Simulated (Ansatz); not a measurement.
Working through a supercell folding check of CdPt, space group P4/mmm

Computed with the Ansatz DFT code, driven from Python.

At the Python prompt:
```pycon
>>> from dataclasses import dataclass
>>> import ansatz as az
>>> from ase import Atoms
>>> from tabulate import tabulate
>>> @dataclass
... class Options:
...     occupations: str = 'fermi_dirac'
...     width_ev: float = 0.05
...     xc: str = 'pbesol'
...
>>> settings = Options()
>>> atoms = Atoms(
...     ['Cd', 'Pt'],
...     scaled_positions=[
...         (0.0, 0.0, 0.0),
...         (0.5, 0.5, 0.5),
...     ],
...     cell=[
...         (2.985456, 0.0, 0.0),
...         (0.0, 2.985456, 0.0),
...         (0.0, 0.0, 3.846053),
...     ],
...     pbc=True,
... )
>>> crystal = az.Crystal.from_ase(atoms)
>>> # the mesh shrinks as the cell grows, so that all cells sample the same points
>>> mesh = (6, 6, 4)
>>> rows = []
>>> for repeats in [(1, 1, 1), (2, 1, 1)]:
...     calc = (
...         crystal.supercell(*repeats).calculation()
...         .occupations(settings.occupations, width=settings.width_ev)
...         .functional(settings.xc)
...         .kpoints(*(k // n for k, n in zip(mesh, repeats)))
...     )
...     rep = calc.run().report
...     n = len(rep['lattice']['sites'])
...     rows.append((repeats, n, rep['free_energy_ev'] / n, rep['fermi_energy_ev'], rep['n_kpoints'], rep['n_symmetry_ops']))
...
DeckWarning: basis.ecutwfc = 420 eV, auto-derived from the records' recommended cutoffs: set by Cd (normal level)
>>> print(tabulate(rows, headers=['repeats', 'atoms', 'F/atom eV', 'Fermi level eV', 'k-points', 'symmetry operations'], floatfmt='.4f', tablefmt='plain'))
repeats      atoms    F/atom eV    Fermi level eV    k-points    symmetry operations
(1, 1, 1)        2  -10284.2788           19.0520          30                     16
(2, 1, 1)        4  -10284.2788           19.0521          24                     16
```

What to keep in mind:
- Absolute energies stand on the zero of these potentials, so only differences at equal settings mean something.
- For a metal this k-point mesh is coarse: on a finer one energies can move by several to tens of meV an atom and pressures by half a GPa or more, differences at one mesh by less.
- Spin-orbit coupling, which matters for elements this heavy, is left out.
- This cell is a computed structure, which may not be the phase found in nature.
- Warnings are shown shortened and without file and line.
- The count of operations in a supercell holds its pure translations too, and an uneven repeat can lower the point group.
- Wall time of the script: 5.3 s on 1 thread of Arm Neoverse V1, with other jobs on the host, peak memory 0.42 GiB.

(Lines on the test bed's own set-up are left out of the output.)
